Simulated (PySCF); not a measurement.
# [SeO2]-: relaxation and vibrations of the quartet

The task is one start of a wider search on [SeO2]-: the quartet, from a end-on start. It is relaxed, tested by its Hessian and followed downhill if it is a saddle.

The runs use PySCF 2.14.0; PBE0, basis Se def2-SVPD, O def2-SVPD, no relativity, density fitting.

### 1 The system as given

3 atoms, charge -1, spin multiplicity 4.

Bond lengths: Se1–O2 1.844 Å, O2–O3 1.445 Å. Angles: Se1–O2–O3 119.9°.

```xyz
3
charge -1 multiplicity 4
Se    0.0000    0.0000    0.0000
O     0.0000    0.0000    1.8437
O     1.2528    0.0000    2.5637
```

### 2 First SCF at the start

One driver script runs all steps and calls PySCF; scf.py shows how it sets up the SCF of each step. The optimiser is the driver's own. After this first run the driver tries any further starts and a stability analysis.

Contents of scf.py:

```python
from pyscf import gto, scf, dft
mol = gto.M(atom='''
Se     0.000000     0.000000     0.000000
O      0.000000     0.000000     1.843700
O      1.252800     0.000000     2.563700''',
    basis={'Se': 'def2-SVPD', 'O': 'def2-SVPD'},
    charge=-1, spin=3)
mf = dft.UKS(mol, xc='PBE0')
mf.grids.atom_grid = (50, 194)
aux = {'Se': 'def2-universal-JKFIT', 'O': 'def2-universal-JKFIT'}
mf = mf.density_fit(auxbasis=aux)
mf.conv_tol = 1e-08
mf.diis_space = 10
mf.max_cycle = 60
mf.init_guess = 'minao'
mf.verbose = 4
mf.kernel()
```

Launch:

```sh
$ OMP_NUM_THREADS=2 python axn.py task.json out
```

The runs that follow: End-on start, quartet: relaxation; Hessian and properties.

Q: Predict the outcome of this session. Wanted: minimum; geometry; wavenumbers; dipole moment; highest occupied, lowest empty level; polar-tensor charge of Se1; zero-point energy; ⟨S²⟩.

As calculated:

| quantity | value |
| --- | --- |
| minimum | quartet, Cs |
| geometry | O–O 1.216 Å |
| wavenumbers (cm⁻¹) | 52 (a'), 116 (a'), 1499 (a') |
| dipole moment (centre of mass) | 1.34 D |
| highest occupied, lowest empty level (either spin) | -0.38, 1.68 eV |
| polar-tensor charge of Se1 | -0.89 e |
| zero-point energy | 10.0 kJ/mol |
| entropy at 298.15 K | 316.0 J/(mol K) |
| ⟨S²⟩ | 3.765 |

In words: The end-on start keeps its Cs symmetry and ends in a minimum. The strongest infrared band lies at 1499 cm⁻¹ (a'). Other starts or spin states, not run here, may lie lower.
